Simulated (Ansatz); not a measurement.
# La5Co6BiN18: the cost of one run

All numbers below are computed with Ansatz 0.2.0 (DFT r²SCAN, scalar-relativistic, plane waves, PAW).

6 further runs of the same task are left out: 4 that didn't finish, 2 set aside as unsound or not needed. Runs told in other sessions of the task aren't counted.

### Step 1. The system as given

The cell holds 30 atoms (BiCo6La5N18): a = 7.545 Å, b = 8.124 Å, c = 8.124 Å, α = 93.80°, β = 97.81°, γ = 97.81°.

Structure file:

```xyz
30
Lattice="1.6372 0.0000 -7.3654 -5.5499 -5.9323 -0.1025 -5.5499 5.9323 -0.1025" Properties=species:S:1:pos:R:3 pbc="T T T"
Co   -3.6686   -3.9540   -6.3151
Co   -3.6981    3.9671   -6.2867
Co   -3.6868    0.0421   -6.3176
Co   -5.7384   -3.9898   -1.2600
Co   -5.7844    3.9322   -1.2442
Co   -5.7737    0.0093   -1.2265
La   -6.1038    1.9782   -6.0231
La   -6.0876   -1.9575   -6.0089
Bi   -0.5228   -0.0089   -5.9180
La   -3.3898    1.9679   -1.5356
La   -3.3763   -1.9798   -1.5551
La   -8.9485    0.0144   -1.6612
N    -5.3941   -3.9618   -7.3008
N    -5.4449    3.9141   -7.2817
N    -5.4670    0.0214   -7.3149
N    -4.0172   -3.9343   -0.2841
N    -4.0364    3.9385   -0.2501
N    -4.0102   -0.0013   -0.2726
N    -3.3799   -3.9609   -4.6603
N    -3.3703    3.9537   -4.6248
N    -3.3590   -0.0220   -4.6701
N    -6.3075   -3.9429   -4.0736
N    -6.3537    3.9416   -4.1088
N    -6.3018    0.0539   -4.1308
N    -6.0800   -3.9690   -2.9428
N    -6.1380    3.9605   -2.9379
N    -6.0931   -0.0015   -2.9080
N    -3.1524   -3.9536   -3.4861
N    -3.1832    4.0035   -3.4471
N    -3.1590    0.0118   -3.4764
```

The host was relaxed before at r²SCAN: a = 10.707 Å, b = 4.046 Å, c = 7.446 Å, α = 90.00°, β = 103.03°, γ = 90.00° (conventional cell), 15.711 Å³/atom.

Earlier runs gave the end members, each relaxed in this structure and run in this supercell:

```
all sites taken by  free energy (eV)  volume (Å³/atom)  gap on the mesh (eV)
                La        -75322.205            15.711                  0.69
                Bi       -112171.101            18.420                 metal
```

### Step 2. 5 La, 1 Bi, cell and atoms relaxed

The input, input.yaml:

```yaml
crystal:
  lattice:
    - [1.6372336518, 0.0, -7.3653613146]
    - [-5.5498966048, -5.9322533774, -0.102491132]
    - [-5.5498966048, 5.9322533774, -0.102491132]
  atoms:
    - { symbol: Co, position: [0.8447440885, 0.788371438, 0.1218451833] }
    - { symbol: Co, position: [0.8408229021, 0.1228241921, 0.7915509921] }
    - { symbol: Co, position: [0.8450280267, 0.4532442786, 0.4603408367] }
    - { symbol: Co, position: [0.1560376299, 0.87628077, 0.20372011] }
    - { symbol: Co, position: [0.1537922859, 0.212386599, 0.8752297307] }
    - { symbol: Co, position: [0.1514274756, 0.5417118665, 0.5432797367] }
    - { symbol: La, position: [0.7991732824, 0.5010437758, 0.8345170206] }
    - { symbol: La, position: [0.7972984293, 0.8310377171, 0.5010607708] }
    - { symbol: Bi, position: [0.798896591, 0.1656828004, 0.1641881344] }
    - { symbol: La, position: [0.1991669292, 0.1689026077, 0.5006318327] }
    - { symbol: La, position: [0.2018368827, 0.5008204532, 0.1670815991] }
    - { symbol: La, position: [0.2022710848, 0.8348114507, 0.8372391894] }
    - { symbol: "N", position: [0.973706586, 0.9635095722, 0.2956681956] }
    - { symbol: "N", position: [0.9710079272, 0.3038713783, 0.9636631629] }
    - { symbol: "N", position: [0.9754315686, 0.6346099967, 0.6382146531] }
    - { symbol: "N", position: [0.0283871007, 0.6977108921, 0.0345032779] }
    - { symbol: "N", position: [0.0237401063, 0.0351972563, 0.699104549] }
    - { symbol: "N", position: [0.0268488759, 0.3653552808, 0.3651294154] }
    - { symbol: "N", position: [0.6217038462, 0.7300511558, 0.06235757] }
    - { symbol: "N", position: [0.6169260748, 0.0613962039, 0.7278767588] }
    - { symbol: "N", position: [0.6230839043, 0.3963795849, 0.3926769088] }
    - { symbol: "N", position: [0.5350696702, 0.9794965683, 0.3148492223] }
    - { symbol: "N", position: [0.539711209, 0.3198011093, 0.9842392626] }
    - { symbol: "N", position: [0.5428093869, 0.6432657364, 0.6523514785] }
    - { symbol: "N", position: [0.3827289515, 0.9387368224, 0.2696826035] }
    - { symbol: "N", position: [0.3819270506, 0.2755015444, 0.9431292485] }
    - { symbol: "N", position: [0.37799527, 0.6048167469, 0.6045640364] }
    - { symbol: "N", position: [0.4635094334, 0.6856043714, 0.0191506597] }
    - { symbol: "N", position: [0.4581572736, 0.0169208282, 0.6917984596] }
    - { symbol: "N", position: [0.4621687642, 0.3517809173, 0.3537617716] }
basis:
  ecutwfc: 500
kpoints:
  mp_grid: { grid: [4, 4, 4] }
hamiltonian:
  xc: r2scan
scf:
  occupations: { method: gaussian, width: 0.05 }
output:
  forces: true
  stress: true
  eigenvalues: true
  write_density: true
  write_potential: true
  elf: true
  volumetric_format: npy
relax:
  adjacent_minimum: "off"
  f_tol: 0.03
  max_steps: 45
  cell: { stress_tol: 0.2 }
```

Launch:

```console
ansatz run input.yaml --threads 8 --pin off --max-ram 14336MiB --backend cpu --events-out ev --progress --plain --runs-dir out
```

**Question.** How long does this run take on 8 threads of Intel Xeon 6975P-C (Granite Rapids), shared host, and how much memory does it need?

About 15 min, with a peak of 6.3 GiB.
